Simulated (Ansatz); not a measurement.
**C2H7MgN: basis-set convergence**

An exercise on one series of results from a longer session: the logs are not shown, and one member is left open.

Program: Ansatz 0.2.0, Gaussian basis. Level of theory: one geometry, several basis sets. These are calculated values, not measurements.

Levels to be run: PBE0-D4/def2-SVP; ωB97M-V/def2-SVP; PBE0-D4/def2-QZVPP; ωB97M-V/def2-QZVPP; the functionals' def2-TZVPP values are taken from earlier runs.

### The relaxed structure

The geometry comes from an earlier relaxation with PBE0-D4 in a triple-zeta def2 set; it is a stationary point, not always the lowest conformer.

SMILES `C[N](C)[MgH]`, 11 atoms, charge 0, spin multiplicity 1.

Atoms are counted from 1 here; the program's logs count them from 0.

Bond lengths: C1–N2 1.438 Å, C1–H5 1.104 Å, C1–H6 1.104 Å, C1–H7 1.096 Å, N2–C3 1.438 Å, N2–Mg4 1.899 Å, C3–H8 1.104 Å, C3–H9 1.096 Å, C3–H10 1.104 Å, Mg4–H11 1.697 Å. Angles: N2–C1–H5 112.4°, N2–C1–H6 112.4°, N2–C1–H7 111.6°, H5–C1–H6 106.4°, H5–C1–H7 106.8°, H6–C1–H7 106.8°, C1–N2–C3 110.5°, C1–N2–Mg4 124.8°, C3–N2–Mg4 124.7°, N2–C3–H8 112.4°, N2–C3–H9 111.6°, N2–C3–H10 112.4°, H8–C3–H9 106.8°, H8–C3–H10 106.4°, H9–C3–H10 106.8°, N2–Mg4–H11 180.0°.

Set-up of the first run:

in.yaml

```yaml
crystal:
  periodic: [false, false, false]
  atoms:
    - {symbol: C, position_ang: [-0.353924, 1.220159, -0.343480]}
    - {symbol: N, position_ang: [-0.120180, -0.174087, -0.079047]}
    - {symbol: C, position_ang: [1.028293, -0.340716, 0.770558]}
    - {symbol: Mg, position_ang: [-1.179874, -1.597300, -0.755868]}
    - {symbol: H, position_ang: [0.502496, 1.702429, -0.846371]}
    - {symbol: H, position_ang: [-0.538771, 1.798397, 0.578703]}
    - {symbol: H, position_ang: [-1.226319, 1.367875, -0.990894]}
    - {symbol: H, position_ang: [0.908118, 0.164441, 1.744889]}
    - {symbol: H, position_ang: [1.223344, -1.398409, 0.983447]}
    - {symbol: H, position_ang: [1.948667, 0.069339, 0.319224]}
    - {symbol: H, position_ang: [-2.126349, -2.869328, -1.360561]}
basis:
  gaussian: {orbitals: def2-SVP}
hamiltonian: {xc: pbe0, dispersion: d4}
output: {orbitals: {seedname: orbitals}}
```

Among the steps run: PBE0-D4 in def2-SVP; ωB97M-V in def2-SVP; PBE0-D4 in def2-QZVPP; ωB97M-V in def2-QZVPP.

One table of the session follows, with a row left open; its other results are not shown here.

It belongs to the step «Density functionals: the series». 

```
functional       basis  HOMO (eV)
   PBE0-D4    def2-SVP      -5.37
   PBE0-D4  def2-TZVPP          ?
   PBE0-D4  def2-QZVPP      -5.44
   ωB97M-V    def2-SVP      -7.66
   ωB97M-V  def2-TZVPP      -7.73
   ωB97M-V  def2-QZVPP      -7.74
```

Estimate the missing values for PBE0-D4, def2-TZVPP.

As computed: HOMO (eV): -5.43. In the column «HOMO (eV)» it lies between PBE0-D4, def2-QZVPP (-5.44) and PBE0-D4, def2-SVP (-5.37).
